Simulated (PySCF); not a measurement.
# GeH4S (SMILES [SH][GeH3]): levels of theory compared

We compute a comparison of 5 runs (HF/3-21G, HF/6-31G, B3LYP/6-31G*, BP86/cc-pVDZ, M06-2X/def2-TZVP) of GeH4S. The job is set up through a Python script.

The calculation is run with PySCF 2.14.0.

## (1) The molecule

GeH4S: 6 atoms, total charge 0, spin state singlet. As SMILES, `[SH][GeH3]`. Geometry: relaxed at PBE0-D4/def2-TZVP.

Bond lengths: S1–Ge2 2.224 Å, S1–H3 1.343 Å, Ge2–H4 1.536 Å, Ge2–H5 1.536 Å, Ge2–H6 1.533 Å. Angles: S1–Ge2–H4 110.4°, S1–Ge2–H5 110.4°, S1–Ge2–H6 104.8°, Ge2–S1–H3 94.6°, H4–Ge2–H5 109.8°, H4–Ge2–H6 110.6°, H5–Ge2–H6 110.6°.

## (2) Energy and gradient at HF/3-21G (run 1)

input.py

```python
# [SH][GeH3]
import pyscf.grad
from pyscf import gto

molecule = gto.M(
    atom='''
S        0.843400      -1.117400       1.012200
Ge      -0.180000       0.501500      -0.118600
H        0.574500      -2.069200       0.103800
H       -1.667600       0.166300      -0.305900
H        0.485600       0.702400      -1.488700
H       -0.013600       1.752500       0.751000
''',
    max_memory=1860,
    basis='3-21g',
    spin=0,
    charge=0,
    verbose=3,
)

myscf = molecule.RHF()
myscf.conv_tol = 1e-10
myscf.kernel()
if not myscf.converged:
    myscf = myscf.newton().run(myscf.mo_coeff, myscf.mo_occ)

e_tot = myscf.e_tot
print('E(%s) = %.9f' % ('HF', e_tot))
grad = myscf.Gradients().kernel()
dip = myscf.dip_moment()
pop, q = myscf.mulliken_pop()
```

Started as:

```console
$ OMP_NUM_THREADS=1 python input.py
```

Output:

```text
converged SCF energy = -2463.21311137538
[... 10 lines left out ...]
Dipole moment(X, Y, Z, Debye): -1.29095,  0.75489, -1.99808
[... 50 lines left out ...]
charge of    5H =     -0.15397
```

Wall time 3.3 s (1 thread of Intel Xeon at 2.50GHz (Skylake/Cascade Lake), shared host); peak memory 0.12 GiB.

## (3) Energy and forces at HF/6-31G (run 2)

geometry.xyz

```xyz
6

S      0.843400    -1.117400     1.012200
Ge    -0.180000     0.501500    -0.118600
H      0.574500    -2.069200     0.103800
H     -1.667600     0.166300    -0.305900
H      0.485600     0.702400    -1.488700
H     -0.013600     1.752500     0.751000
```

run.py

```python
from pyscf import gto, scf

mol = gto.M(
    atom='geometry.xyz',
    basis='6-31g',
    spin=0,
    max_memory=1860,
    verbose=4,
)

mf = scf.RHF(mol)
mf.conv_tol = 1e-10
mf.kernel()
if not mf.converged:
    mf = mf.newton().run(mf.mo_coeff, mf.mo_occ)

e_tot = mf.e_tot
print('Final energy', e_tot)
grad = mf.nuc_grad_method().kernel()
mf.analyze()
```

Started as:

```console
$ OMP_NUM_THREADS=1 python run.py
```

Output:

```text
PySCF version 2.14.0

[... 76 lines left out ...]
Two-electron Energy =                 1147.422425780839831
[... 11 lines left out ...]
MO #8   energy= -7.2173248336403   occ= 2
[... 9 lines left out ...]
MO #18  energy= -1.6432627875705   occ= 2
[... 9 lines left out ...]
MO #28  energy= 0.156025551648052  occ= 0
[... 9 lines left out ...]
MO #38  energy= 0.575976766978077  occ= 0
[... 9 lines left out ...]
MO #48  energy= 3.2771238687547    occ= 0
[... 57 lines left out ...]
Dipole moment(X, Y, Z, Debye): -1.27953,  0.70956, -1.99750
```

Run time: 11 s. Hardware: 1 thread of Intel Xeon at 2.50GHz (Skylake/Cascade Lake), shared host; peak memory 0.13 GiB.

Runs 3 to 4 aren't shown in full; the table further down has their settings and results.

## (4) Energy and forces at M06-2X/def2-TZVP (run 5)

calc.py

```python
# [SH][GeH3]
import pyscf.grad
from pyscf import gto, dft

mol = gto.Mole()
mol.atom = [
    ('S', (0.843400, -1.117400, 1.012200)),
    ('Ge', (-0.180000, 0.501500, -0.118600)),
    ('H', (0.574500, -2.069200, 0.103800)),
    ('H', (-1.667600, 0.166300, -0.305900)),
    ('H', (0.485600, 0.702400, -1.488700)),
    ('H', (-0.013600, 1.752500, 0.751000)),
]
mol.max_memory = 1860
mol.basis = 'def2-tzvp'
mol.verbose = 4
mol.charge = 0
mol.build()

mf = dft.RKS(mol)
mf.xc = 'm06-2x'
mf.conv_tol = 1e-10
mf.grids.level = 5
mf.kernel()
if not mf.converged:
    mf = mf.newton().run(mf.mo_coeff, mf.mo_occ)

energy = mf.e_tot
print('Final energy', energy)
grad = mf.Gradients().kernel()
mf.analyze()
```

Started as:

```console
$ OMP_NUM_THREADS=1 python calc.py
```

Output:

```text
PySCF version 2.14.0

[... 107 lines left out ...]
MO #9   energy= -6.1734364736449   occ= 2
[... 19 lines left out ...]
MO #29  energy= 0.0785222718098787 occ= 0
[... 19 lines left out ...]
MO #49  energy= 0.5495854389907    occ= 0
[... 19 lines left out ...]
MO #69  energy= 1.52735356357218   occ= 0
[... 19 lines left out ...]
MO #89  energy= 2.34766373141191   occ= 0
[... 19 lines left out ...]
MO #109 energy= 18.8476400094164   occ= 0
[... 118 lines left out ...]
Dipole moment(X, Y, Z, Debye): -0.70722,  0.32199, -1.13509
```

It took 87 s on 1 thread of Intel Xeon at 2.50GHz (Skylake/Cascade Lake), shared host; peak memory 1.1 GiB.

## (5) Overview of the runs

| run | level | integration grid | energy (Eh) | dipole moment (D) | HOMO energy (eV) | LUMO energy (eV) | wall time |
| --- | --- | --- | --- | --- | --- | --- | --- |
| 1 | HF/3-21G | – | -2463.213111 | 2.50 | -10.32 | 3.02 | 3.3 s |
| 2 | HF/6-31G | – | -2474.821436 | 2.48 | -10.26 | 2.57 | 11 s |
| 3 | B3LYP/6-31G* (spherical functions) | 5 | -2477.363996 | 1.57 | -6.92 | -0.23 | 30 s |
| 4 | BP86/cc-pVDZ | 5 | -2477.886745 | 1.31 | -6.02 | -0.78 | 35 s |
| 5 | M06-2X/def2-TZVP | 5 | -2477.599234 | 1.38 | -8.50 | 0.93 | 87 s |

## (6) Summary of results

| quantity | value |
| --- | --- |
| run 5: total energy | -2477.59923 Eh |
| run 5: dipole moment | 1.38 D |
| run 5: HOMO energy | -8.50 eV |
| run 5: LUMO energy | 0.93 eV |
| run 5: HOMO–LUMO gap | 9.42 eV |
| run 5: largest force on an atom | 0.226 eV/Å |

In words: The dipole moment (its size) runs from 1.31 D (BP86/cc-pVDZ) to 2.50 D (HF/3-21G). The two ends differ in method and basis. The HOMO–LUMO gap runs from 5.24 eV (BP86/cc-pVDZ) to 13.33 eV (HF/3-21G). Totals of different functionals can't be ranked against each other. All runs together took 2.8 min, the longest 87 s.
